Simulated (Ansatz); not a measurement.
# I: the cost of one run

Computed with Ansatz 0.2.0, driven from Python. Level of theory: DFT PBEsol, plane waves, PAW.

**1. Starting point**

It takes space group Im-3m (No. 229, cubic). Conventional cell: a = 4.179 Å, b = 4.179 Å, c = 4.179 Å, α = 90.00°, β = 90.00°, γ = 90.00°. Around I (site symmetry m-3m) lie 8 I at 3.62 Å.

The script holds or builds the structure itself.

**2. The script**

Contents of i_ecut.py:

```python
'''Convergence of I with the plane-wave cutoff.'''

import ansatz as az
import matplotlib.pyplot as plt
from pymatgen.core import Lattice, Structure
from pymatgen.io.ase import AseAtomsAdaptor


def main() -> None:
    pmg_structure = Structure(
        Lattice([(-2.08938, 2.08938, 2.08938), (2.08938, -2.08938, 2.08938), (2.08938, 2.08938, -2.08938)]),
        ['I'],
        [
            (0.0, 0.0, 0.0),
        ],
    )
    xtal = az.Crystal.from_ase(AseAtomsAdaptor.get_atoms(pmg_structure))

    base = (
        xtal.calculation()
        .functional('pbesol')
        .kpoints(spacing=0.22)
        .occupations('cold', width=0.05)
        .stress()
    )

    rows = []
    for value in [250, 350, 450, 550, 650, 750]:
        data = base.basis(value).run(threads=1).report
        rows.append((value, data['free_energy_ev'] / len(data['lattice']['sites']), data['n_iterations'], sum(data['stress_gpa'][i][i] for i in range(3)) / 3, data['n_pw']))

    print(' cutoff (eV)   F/atom (eV)    iterations       P (GPa)   plane waves')
    for row in rows:
        print(f'{str(row[0]):>12s}  {row[1]:12.5f}  {row[2]:12d}  {row[3]:12.3f}  {row[4]:12d}')

    # differences from the last row
    for row in rows[:-1]:
        shift = 1000 * (row[1] - rows[-1][1])
        print(f'{row[0]}: {shift:+.2f} meV/atom' + ('  (within 2 meV)' if abs(shift) < 2 else ''))
    plt.figure(figsize=(4.5, 3))
    plt.plot([str(row[0]) for row in rows], [1000 * (row[1] - rows[-1][1]) for row in rows], 'o-')
    plt.xlabel('cutoff (eV)')
    plt.ylabel('F - F(last) (meV/atom)')
    plt.tight_layout()
    plt.savefig('ecut.png', dpi=100)


if __name__ == '__main__':
    main()
```

**3. The calls as engine input**

The engine receives this input (first run):

```yaml
crystal:
  lattice:
    - [-2.08938, 2.08938, 2.08938]
    - [2.08938, -2.08938, 2.08938]
    - [2.08938, 2.08938, -2.08938]
  atoms:
    - { symbol: I, position: [0.0, 0.0, 0.0] }
basis:
  ecutwfc: 250.0
kpoints:
  mp_grid:
    kspacing: 0.22
hamiltonian:
  xc: pbesol
scf:
  occupations:
    method: cold
    width: 0.05
output:
  stress: true
```

**4. Launch**

The run is started by

```console
$ python i_ecut.py
```

**Question.** How long does this script take on 1 thread of Arm Neoverse V2, shared host, and how much memory does it need?

About 10 s, with a peak of 0.5 GiB.
